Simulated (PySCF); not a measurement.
# [Ce(CO)]2+: other functionals and bases at one geometry

How far do other levels of theory move the description of [Ce(CO)]2+, and what does each cost? The structure is generated, not taken from experiment.

The runs use PySCF 2.14.0; several levels, as the steps say, no spin–orbit coupling.

1 further run of the same task is left out (for a known fault of the program).

### 1 The starting structure

3 atoms, charge 2, spin multiplicity 1.

Bond lengths: Ce1–C2 2.963 Å, C2–O3 1.116 Å. Angles: Ce1–C2–O3 180.0°.

As a file:

```xyz
3
CCeO
Ce    0.0000    0.0000   -0.7731
C     0.0000    0.0000    2.1899
O     0.0000    0.0000    3.3059
```

Formal oxidation states: Ce +2. Each metal's 2 4f electrons lie in its core potential, so multiplicities, spins and levels count the valence alone. For divalent La, Ce, Gd or Lu the extra electron is normally 5d or 6s, so this core forces an excited configuration. An earlier session relaxed this geometry at PBE0, Ce lcecp-0-SVP with ECP48, C def2-SVP, O def2-SVP (singlet, point group C∞v).

At PBE0 on the finer grid: E = -139.173472 Eh, frontier levels not given, since the 4f levels lie in the core, Mulliken charge on Ce1 +1.85 e, largest force component 0.003 eV/Å. 

Levels to run: TPSSh; BLYP; PBE0, TZVP. Hardware: 2 threads of Arm Neoverse V1, shared host.

### 2 TPSSh

Input file run.py (the lines that set the calculation):

```python
mol = gto.M(atom='''
Ce     0.00000     0.00000    -0.77306
C      0.00000     0.00000     2.18993
O      0.00000     0.00000     3.30588''',
    basis={'Ce': 'lcecp-0-SVP', 'C': 'def2-SVP', 'O': 'def2-SVP'},
    ecp={'Ce': 'lcecp-0-SVP'},
    charge=2, spin=0)
mf = dft.RKS(mol, xc='TPSSH')
mf.grids.atom_grid = (75, 302)  # f atoms: unpruned, at least (60, 302)
mf = mf.density_fit()  # fitting sets: Ce AutoAux, C def2-universal-JKFIT, O def2-universal-JKFIT
mf.conv_tol = 1e-08; mf.max_cycle = 55
mf.kernel(dm0)  # dm0: the density of the relaxed state
```

Run with:

```bash
> OMP_NUM_THREADS=2 python run.py
```

### 3 BLYP

Changes to run.py (the lines that set the calculation) since step 2:

```diff
@@ -7,3 +7,3 @@
     charge=2, spin=0)
-mf = dft.RKS(mol, xc='TPSSH')
+mf = dft.RKS(mol, xc='BLYP')
 mf.grids.atom_grid = (75, 302)  # f atoms: unpruned, at least (60, 302)
```

### 4 PBE0, TZVP

Basis: Ce lcecp-0-TZVP with ECP48, C def2-TZVP, O def2-TZVP. 

Input file run.py (the lines that set the calculation):

```python
mol = gto.M(atom='''
Ce     0.00000     0.00000    -0.77306
C      0.00000     0.00000     2.18993
O      0.00000     0.00000     3.30588''',
    basis={'Ce': 'lcecp-0-TZVP', 'C': 'def2-TZVP', 'O': 'def2-TZVP'},
    ecp={'Ce': 'lcecp-0-TZVP'},
    charge=2, spin=0)
mf = dft.RKS(mol, xc='PBE0')
mf.grids.atom_grid = (75, 302)  # f atoms: unpruned, at least (60, 302)
mf = mf.density_fit()  # fitting sets: Ce AutoAux, C def2-universal-JKFIT, O def2-universal-JKFIT
mf.conv_tol = 1e-08; mf.max_cycle = 55
mf.kernel(dm0)  # dm0: free metal ions and neutral atoms
```

Q: Predict the outcome of this session. Wanted: for each run, charge on Ce1; dipole; largest force.

The runs gave:

| level | state | charge on Ce1 (e) | dipole (D) | largest force (eV/Å) | basis functions | time |
| --- | --- | --- | --- | --- | --- | --- |
| PBE0 (relaxed here) | singlet | 1.85 | 3.18 | 0.00 | 59 | 2.4 s |
| TPSSh | singlet | 1.85 | 3.10 | 0.84 | 59 | 1.7 s |
| BLYP | singlet | 1.81 | 2.87 | 1.97 | 59 | 1.5 s |
| PBE0, TZVP | singlet | 1.90 | 3.15 | 0.65 | 109 | 4 s |

Times are on 2 threads of Arm Neoverse V1, shared host; the first row also made further properties. The dipole of a charged species depends on the origin, so these sizes hold for this origin alone.

The largest leftover force, 1.97 eV/Å with BLYP, stands at a geometry relaxed at another level. The Mulliken charge on Ce spans +1.81 to +1.90 e over the levels. With 4f in the core, its levels are missing from HOMO and gap. Total energies of different levels can't be compared. Spin–orbit coupling is left out throughout.
